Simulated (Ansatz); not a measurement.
# C2H5OSi: the cost of one run

Method: RKS PBE0-D4/def2-SVP, in Ansatz 0.2.0.

## Step 1: The structure to begin with

Bond lengths: C1–O2 1.418 Å, O2–C3 1.280 Å, C3–Si4 1.862 Å, C1–H5 1.092 Å, C1–H6 1.092 Å, C1–H7 1.091 Å, C3–H8 1.100 Å, Si4–H9 1.465 Å. Angles: C1–O2–C3 122.4°, O2–C1–H5 107.7°, O2–C1–H6 107.9°, O2–C1–H7 112.1°, H5–C1–H6 108.2°, H5–C1–H7 110.3°, H6–C1–H7 110.5°, O2–C3–Si4 121.7°, O2–C3–H8 116.7°, Si4–C3–H8 117.0°, C3–Si4–H9 106.4°.

As a file:

```xyz
9

C    -0.5435    1.4095    0.1240
O     0.1189    0.2258    0.5357
C     0.2306   -0.7975   -0.2258
Si    1.5721   -2.0646    0.0262
H    -1.3499    1.6034    0.8346
H     0.1719    2.2327    0.1863
H    -0.9432    1.3260   -0.8882
H    -0.1888   -0.7083   -1.2387
H     0.9318   -3.2269    0.6459
```

## Step 2: Preparing the start

input.yaml reads:

```yaml
crystal:
  periodic: [false, false, false]
  atoms:
    - { symbol: C, position_ang: [-0.54347, 1.40947, 0.12399] }
    - { symbol: O, position_ang: [0.11894, 0.22579, 0.53573] }
    - { symbol: C, position_ang: [0.23057, -0.7975, -0.22584] }
    - { symbol: Si, position_ang: [1.5721, -2.06459, 0.02621] }
    - { symbol: H, position_ang: [-1.34988, 1.6034, 0.83463] }
    - { symbol: H, position_ang: [0.17187, 2.23265, 0.18631] }
    - { symbol: H, position_ang: [-0.94317, 1.32599, -0.88819] }
    - { symbol: H, position_ang: [-0.18876, -0.70834, -1.23869] }
    - { symbol: H, position_ang: [0.9318, -3.22687, 0.64585] }
total_charge: 1
basis:
  gaussian: { orbitals: def2-SVP }
hamiltonian:
  xc: pbe0
  dispersion: d4
relax:
  f_tol: 0.02
  max_steps: 40
scf:
  lower_state_search: "off"
```

Command:

```sh
$ ansatz run input.yaml --threads 1 --pin off --max-ram 2048MiB --backend cpu --events-out ev --progress --plain --runs-dir out
```

**Question.** How long does this run take on 1 thread of Intel Xeon 6975P-C (Granite Rapids), shared host, and how much memory does it need?

About 15 s, with a peak of 0.16 GiB.
